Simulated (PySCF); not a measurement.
# C3H7ClO2Si: the cost of one run

Programs: PySCF 2.14.0, with routines of our own; each step states its level. All values are computed. Atoms count from 0.

## (1) The system as given

14 atoms, charge 0, multiplicity 1; geometry from: GFN2-xTB.

## (2) Magnetic properties: GIAO CAM-B3LYP/pcSseg-1

Job settings and geometry (Å):

```
{"job": {"kind": "mag", "xc": "CAM-B3LYP", "basis": "pcSseg-1", "isotopologues": 2}, "charge": 0, "multiplicity": 1}
Cl     3.500735    -1.259160     0.209582
C      2.293407     0.028533     0.396016
Si     0.608018    -0.611076    -0.200359
O     -0.146290     0.455322    -1.187778
C     -1.452897     0.728844    -0.769257
C     -1.713615    -0.028258     0.555776
O     -0.504167    -0.571723     0.999857
H      2.648957     0.870035    -0.192879
H      2.298327     0.305394     1.447454
H      0.691709    -1.924803    -0.825988
H     -1.549997     1.809963    -0.637317
H     -2.148980     0.401678    -1.545589
H     -2.098478     0.635789     1.332790
H     -2.427406    -0.841011     0.395526
```

With the program's defaults for keys left out, this is: GIAO CAM-B3LYP/pcSseg-1 magnetisability, rotational g tensor and spin-rotation constants, non-relativistic, gas phase.

On the command line:

```bash
$ OMP_NUM_THREADS=1 python excited_run.py task.json out
```

This one command runs all jobs of the session in turn.

**Question.** How long does this first job take on 1 thread of Arm Neoverse N1, shared host, and how much memory does it need?

About 57 s, with a peak of 0.8 GiB.
